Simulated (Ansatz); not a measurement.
**Si₂H₇SN: one species, many methods**

Aim: compute Si₂H₇SN with functionals from several rungs and with coupled cluster. The yardstick is the atomisation energy at the CCSD(T) limit.

The runs use Ansatz 0.2.0, Gaussian basis; functionals in def2-TZVPP, the program's frozen cores in correlated methods.

The runs, in order: PBE-D4, r2SCAN-D4, PBE0-D4, B3LYP-D4, ωB97X-V, ωB97M-V, B2PLYP; CCSD(T)/def2-TZVPP; MP2/def2-QZVPP; extrapolation to the limit.

## Step 1: The relaxed structure

An earlier PBE0-D4/def2-TZVP relaxation fixed the geometry.

SMILES `N[SiH]([SiH3])S`, 11 atoms, charge 0, spin multiplicity 1.

Atoms are counted from 1 here; the program's logs count them from 0.

Bond lengths: N1–Si2 1.712 Å, N1–H5 1.007 Å, N1–H6 1.007 Å, Si2–Si3 2.339 Å, Si2–S4 2.161 Å, Si2–H7 1.487 Å, Si3–H8 1.489 Å, Si3–H9 1.489 Å, Si3–H10 1.488 Å, S4–H11 1.344 Å. Angles: Si2–N1–H5 120.7°, Si2–N1–H6 120.1°, H5–N1–H6 111.4°, N1–Si2–Si3 110.4°, N1–Si2–S4 110.8°, N1–Si2–H7 106.2°, Si3–Si2–S4 107.6°, Si3–Si2–H7 112.3°, S4–Si2–H7 109.7°, Si2–Si3–H8 109.6°, Si2–Si3–H9 109.2°, Si2–Si3–H10 112.1°, H8–Si3–H9 108.4°, H8–Si3–H10 108.7°, H9–Si3–H10 108.8°, Si2–S4–H11 94.9°.

## Step 2: PBE-D4 (GGA)

The input, in.yaml:

```yaml
crystal:
  periodic: [false, false, false]
  atoms:
    - {symbol: N, position_ang: [-0.645821, 1.716357, -0.592863]}
    - {symbol: Si, position_ang: [-0.154770, 0.079978, -0.710285]}
    - {symbol: Si, position_ang: [1.134841, -0.518160, 1.147689]}
    - {symbol: S, position_ang: [-1.870682, -1.232886, -0.763396]}
    - {symbol: H, position_ang: [-1.123828, 2.052292, 0.227575]}
    - {symbol: H, position_ang: [-0.933183, 2.218085, -1.417570]}
    - {symbol: H, position_ang: [0.603960, -0.035958, -1.984244]}
    - {symbol: H, position_ang: [1.324066, -1.994985, 1.170617]}
    - {symbol: H, position_ang: [0.418818, -0.117384, 2.390138]}
    - {symbol: H, position_ang: [2.472211, 0.134803, 1.133595]}
    - {symbol: H, position_ang: [-1.160212, -2.359241, -0.580757]}
basis:
  gaussian: {orbitals: def2-TZVPP}
hamiltonian: {xc: pbe, dispersion: d4}
output: {forces: true, orbitals: {seedname: orbitals}}
```

Command:

```
> ansatz run in.yaml --threads 4 --pin off --events-out ev --progress --plain --max-ram 10444MiB
```

After this run come: r2SCAN-D4 (meta-GGA); PBE0-D4 (hybrid); B3LYP-D4 (hybrid); ωB97X-V (range-separated); ωB97M-V (range-separated); B2PLYP (double hybrid); CCSD(T) in def2-TZVPP; MP2 in def2-QZVPP.

Q: Predict the results of all the runs planned. Wanted: atomisation energy, CCSD(T)/CBS; farthest; mean size of error, hybrid; mean size of error, range-separated; gap, smallest and largest; T1 diagnostic; triples share of the correlation energy.

The runs gave:

```
                               quantity                                 value
        atomisation energy, CCSD(T)/CBS                         3410.6 kJ/mol
 functionals within 17.1 kJ/mol (0.5 %)  PBE-D4, r2SCAN-D4, B3LYP-D4, ωB97M-V
                               farthest                 B2PLYP (-61.8 kJ/mol)
             mean size of error, hybrid                           20.3 kJ/mol
    mean size of error, range-separated                           17.6 kJ/mol
              gap, smallest and largest  4.74 eV (PBE-D4), 11.03 eV (ωB97X-V)
                          T1 diagnostic                                0.0118
triples share of the correlation energy                                 3.8 %
```

What this shows: PBE-D4 is off by -3.5 kJ/mol, about 0.4 kJ/mol a bond. Double hybrids carry the basis error of their MP2 part in triple zeta, and no dispersion term here, so their miss is partly the set-up's. Misses under about 17.1 kJ/mol are within the doubt on the reference itself, which lacks core-valence correlation, relativity and higher excitations. Hartree-Fock recovers 72 % of the binding; the rest is correlation. The gap grows from 4.7 to 11.0 eV across the functionals, mostly with the share of exact exchange.
